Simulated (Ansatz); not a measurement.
# BH2 (boron dihydride) at U-r2SCAN/def2-TZVPPD

Aim: the electronic atomisation energy of BH2 (boron dihydride) at U-r2SCAN/def2-TZVPPD, from 3 runs. 

The results are computed with Ansatz 0.2.0.

30 further runs of the same task are left out: 30 set aside as unsound or not needed.

## (1) Starting point

BH2: 3 atoms, total charge 0, spin state doublet. SMILES: `[BH2]`. The coordinates come from a PBE0-D4/def2-TZVP relaxation.

Bond lengths: B1–H2 1.191 Å, B1–H3 1.191 Å. Angles: H2–B1–H3 129.4°.

## (2) The energy at U-r2SCAN/def2-TZVPPD

Input file molecule.yaml:

```yaml
crystal:
  periodic: [false, false, false]
  atoms:
    - {symbol: B, position_ang: [0.265070, -0.167660, 0.129730]}
    - {symbol: H, position_ang: [0.292070, 1.014920, 0.270850]}
    - {symbol: H, position_ang: [-0.557150, -0.847260, -0.400590]}
basis:
  gaussian: {orbitals: def2-TZVPPD.json}
magnetization: {spin_polarized: true, initial_magnetization: 1}
hamiltonian: {xc: {name: r2SCAN}}
accuracy: high
output: {orbitals: {seedname: orbitals}}
```

The basis set def2-TZVPPD is read from a file made from the Basis Set Exchange's data (not shown).

Started as:

```bash
$ ansatz run molecule.yaml --threads 1 --pin off --max-ram 3480MiB --events-out events.jsonl --progress --plain --runs-dir runs
```

The program printed:

```text
Warning: RAYON_NUM_THREADS=1 ignored (pool sized by the plan → 1); use --threads N
Functional definition: r2SCAN
  name "r2SCAN"
  parameter k0 = 0.174
  parameter k1 = 0.065
  parameter a1 = 4.9479
  exchange = r2scan_x(k0 = k0, k1 = k1, a1 = a1)
  correlation = r2scan_c
1016 factors; integrals over basis functions are off by at most 2.8e-9 eV
mean field evaluation 1: about -704.6020 eV, gradient 9.4e0 eV
mean field evaluation 2: about -705.0827 eV, gradient 4.7e0 eV
mean field evaluation 4: about -705.2348 eV, gradient 1.4e-1 eV
mean field evaluation 8: about -705.2342 eV, gradient 6.7e-3 eV
mean field evaluation 16: about -705.2342 eV, gradient 2.5e-8 eV
mean field -705.23420582 eV, -25.9168790390 hartree, gradient 2.7e-8 eV, S^2 0.753390; 1 other end points of the search recorded, 0 dependent functions left out
reference -705.23420895 eV, -25.9168791541 hartree; 4, 3 occupied and 67, 68 virtual orbitals, 1016 factors
Total energy: -705.23420895 eV, -25.9168791541 hartree
```

It took 3.9 s on 1 thread of Arm Neoverse V1, shared host; peak memory 0.18 GiB.

## (3) The B atom

Input file molecule.yaml:

```yaml
crystal:
  periodic: [false, false, false]
  atoms:
    - {symbol: B, position_ang: [0.000000, 0.000000, 0.000000]}
basis:
  gaussian: {orbitals: def2-TZVPPD.json}
hamiltonian: {xc: {name: r2SCAN}}
accuracy: high
magnetization: {spin_polarized: true, initial_magnetization: 1}
```

The basis set def2-TZVPPD is read from a file made from the Basis Set Exchange's data (not shown).

Run the same way, it converges to -24.63682 Eh (log not shown).

## (4) The H atom

Input file input.yaml:

```yaml
crystal:
  periodic: [false, false, false]
  atoms:
    - {symbol: H, position_ang: [0.000000, 0.000000, 0.000000]}
basis:
  gaussian:
    orbitals: def2-TZVPPD.json
magnetization:
  spin_polarized: true
  initial_magnetization: 1
hamiltonian:
  xc: {name: r2SCAN}
accuracy: high
```

The basis set def2-TZVPPD is read from a file made from the Basis Set Exchange's data (not shown).

Run the same way, it converges to -0.49993 Eh (log not shown).

## (5) Summary of results

Level: U-r2SCAN/def2-TZVPPD.

```
                                    quantity         value
                      molecule: total energy  -25.91688 Eh
molecule: HOMO energy (highest over α and β)      -5.30 eV
 molecule: LUMO energy (lowest over α and β)      -3.03 eV
                              molecule: ⟨S²⟩         0.753
                        B atom: total energy  -24.63682 Eh
                                B atom: ⟨S²⟩         0.758
                        H atom: total energy   -0.49993 Eh
                                H atom: ⟨S²⟩         0.750
               electronic atomisation energy      7.625 eV
```

What this shows: Taking the molecule apart into free atoms costs 7.62 eV (176 kcal/mol), before zero-point energy and without spin-orbit coupling.
